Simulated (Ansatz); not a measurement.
## CH6SeSi2, SMILES C1[SiH2][SiH2][Se]1: a single point from an input written key by key, step by step

Computed with the Ansatz DFT code, driven from Python.

The script reads `input.yaml`:
```yaml
crystal:
  periodic: [false, false, false]
  atoms:
    - { symbol: C, position_ang: [-1.233, 0.5323, -0.0121] }
    - { symbol: Si, position_ang: [0.4567, 0.5661, -0.7217] }
    - { symbol: Si, position_ang: [0.8536, -1.0947, 0.622] }
    - { symbol: Se, position_ang: [-1.1997, -0.867, 1.3052] }
    - { symbol: H, position_ang: [-1.4967, 1.5414, 0.4482] }
    - { symbol: H, position_ang: [-2.0204, 0.3804, -0.825] }
    - { symbol: H, position_ang: [0.5144, 0.1656, -2.1298] }
    - { symbol: H, position_ang: [1.2415, 1.8042, -0.372] }
    - { symbol: H, position_ang: [1.1261, -2.3449, -0.0321] }
    - { symbol: H, position_ang: [1.8407, -0.7346, 1.7202] }
basis:
  gaussian: { orbitals: def2-SVP }
correlation:
  method: mp2
output:
  forces: true
```

Notebook, run cell by cell (the value of a cell's last expression is shown):

**Cell 1**
```python
import ansatz
import numpy as np
import pandas as pd
```

**Cell 2**
```python
session = ansatz.Session.from_deck("input.yaml")
summary = session.plan(threads=1).execute().report

for key in ("converged", "free_energy_ev", "reference_energy_ev", "n_frozen", "n_occupied", "n_virtual"):
    print(f"{key:22s} {summary[key]}")
symbols = ["C", "Si", "Si", "Se", "H", "H", "H", "H", "H", "H"]
print("correlation energy", round(summary["free_energy_ev"] - summary["reference_energy_ev"], 5), "eV")
cluster = summary["correlation"].get("coupled_cluster")
if cluster:
    print("cycles", cluster["cycles"], " T1 diagnostic", round(cluster["t1_diagnostic"], 4), " largest double", round(cluster["largest_double"], 4))
```
Output:
```text
converged              True
free_energy_ev         -82154.09495415725
reference_energy_ev    -82138.52876489797
n_frozen               20
n_occupied             [17, 17]
n_virtual              [75, 75]
correlation energy -15.56619 eV
```

**Cell 3**
```python
print("forces (eV/A)")
for symbol, f in zip(symbols, summary["forces_ev_ang"]):
    print(f"  {symbol:2s} {f[0]:9.4f} {f[1]:9.4f} {f[2]:9.4f}")
charges = summary["charge_distribution"]
table = pd.DataFrame({"atom": symbols, "mulliken": charges["mulliken_charges_e"], "lowdin": charges["lowdin_charges_e"]})
print(table.round(3).to_string())
print("dipole (e A):", np.round(charges["dipole_moment_e_ang"], 4) + 0.0)
```
Output:
```text
forces (eV/A)
  C    -3.0297    2.4709   -0.9341
  Si    1.3166    1.7234   -1.2731
  Si    2.8943   -1.1000    1.8014
  Se   -2.0103   -0.4433    1.1306
  H     0.1627   -1.1011   -0.2954
  H     0.7016   -0.0587    1.0015
  H     0.0164    0.2762   -0.4816
  H    -0.2968   -0.2038   -0.3994
  H     0.4236   -1.0056   -0.1364
  H    -0.1784   -0.5579   -0.4135
  atom  mulliken  lowdin
0    C    -0.409  -0.249
1   Si     0.378   0.243
2   Si     0.359   0.129
3   Se    -0.195   0.164
4    H     0.106   0.021
5    H     0.106   0.023
6    H    -0.082  -0.077
7    H    -0.077  -0.073
8    H    -0.095  -0.092
9    H    -0.090  -0.088
dipole (e A): [ 0.0547  0.1824 -0.2387]
```

What to keep in mind:
- Total energies depend on the basis set; only differences at equal settings carry meaning.
- The geometry is a force-field or estimated start, not a minimum of this method, and the basis set is short of its limit.
- The Löwdin charges here are taken after orthogonalising the functions within each atom; they differ from plain Löwdin charges, and their signs can be unphysical.
- Finished in 9 s on 1 thread of Arm Neoverse V1 (shared host), peak memory 0.37 GiB.
